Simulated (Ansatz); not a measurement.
This script makes a convergence test of the plane-wave cutoff of HgPt, space group P4/mmm with Ansatz's Python interface.

`hgpt_ecut.py`:
```python
import ansatz
import pandas as pd

lattice = ansatz.Lattice.of(
    (2.971, 0.0, 0.0),
    (0.0, 2.971, 0.0),
    (0.0, 0.0, 3.825),
)
sites = [
    ("Hg", (0.0, 0.0, 0.0)),
    ("Pt", (0.5, 0.5, 0.5)),
]
xtal = ansatz.Crystal(lattice=lattice)
for symbol, position in sites:
    xtal = xtal.atom(symbol, position)

setup = xtal.calculation()
setup = setup.functional("r2SCAN").kpoints(density=3.4)
setup = setup.occupations("gaussian", width=0.1).scf(tolerance=1e-08, self_checks="high")
setup = setup.forces()
setup = setup.stress()

rows = []
for value in [300, 375, 450, 525]:
    summary = setup.basis(value).run().report
    rows.append((value, summary["free_energy_ev"] / len(summary["lattice"]["sites"]), summary["n_iterations"], sum(summary["stress_gpa"][i][i] for i in range(3)) / 3, max(abs(f) for row in summary["forces_ev_ang"] for f in row), summary["n_pw"]))

table = pd.DataFrame(rows, columns=["cutoff (eV)", "F/atom (eV)", "iterations", "P (GPa)", "max force (eV/A)", "plane waves"])
print(table.round(5).to_string(index=False))

for row in rows[:-1]:
    shift = 1000 * (row[1] - rows[-1][1])
    print(f"{row[0]}: {shift:+.2f} meV/atom" + ("  (within 5 meV)" if abs(shift) < 5 else ""))
```

From which cutoff on is the energy per atom within 5 meV of the last row, and how does it get there?

From 450 eV on it stays within 5 meV an atom of the value at 525 eV; the first row (300 eV) is off by 144.1 meV and the last but one by 2.70 meV. The energy falls steadily, as expected when plane waves are added. The pressure moves from 7.18 to 7.56 GPa (the program's stress holds a Pulay correction, so it settles early).

What the script printed:

Running `python hgpt_ecut.py` prints:
```text
DeckWarning: basis.ecutwfc = 300 eV is below the records' recommended 500 eV, and the density's cutoff is lower with it unless basis.ecutrho_ratio is high enough to keep the records' density cutoff: compare with a run at a higher cutoff
DeckWarning: output.stress: scf.convergence.dr2_threshold = 1e-8 eV is looser than the 2e-10 eV advised for a printed stress (1e-10 eV for each atom of the cell: 2). What an SCF threshold leaves in a [...]
DeckWarning: basis.ecutwfc = 375 eV is below the records' recommended 500 eV, and the density's cutoff is lower with it unless basis.ecutrho_ratio is high enough to keep the records' density cutoff: compare with a run at a higher cutoff
DeckWarning: basis.ecutwfc = 450 eV is below the records' recommended 500 eV, and the density's cutoff is lower with it unless basis.ecutrho_ratio is high enough to keep the records' density cutoff: compare with a run at a higher cutoff
 cutoff (eV)  F/atom (eV)  iterations  P (GPa)  max force (eV/A)  plane waves
         300 -13182.16172           8  7.17714               0.0          395
         375 -13182.29877           8  7.56909               0.0          545
         450 -13182.30309           8  7.55593               0.0          725
         525 -13182.30580           8  7.56100               0.0          927
300: +144.08 meV/atom
375: +7.03 meV/atom
450: +2.70 meV/atom  (within 5 meV)
```
(Warnings from the package without file and line, shortened.)

Spin is left out of this run. Forces vanish by symmetry here and test nothing. Pressure is positive in compression. Spin-orbit coupling, which matters for elements this heavy, is left out. The starting cell is as deposited in a crystallographic database; the results hold for this polymorph, which needn't be the stable one. Shifts are counted from the last row, which is itself no proven limit. The whole script took 11 s on 1 thread of Intel(R) Xeon(R) 6975P-C (Granite Rapids) (shared host), peak memory 0.57 GiB.

(Lines on the test bed's own set-up are left out of the output.)
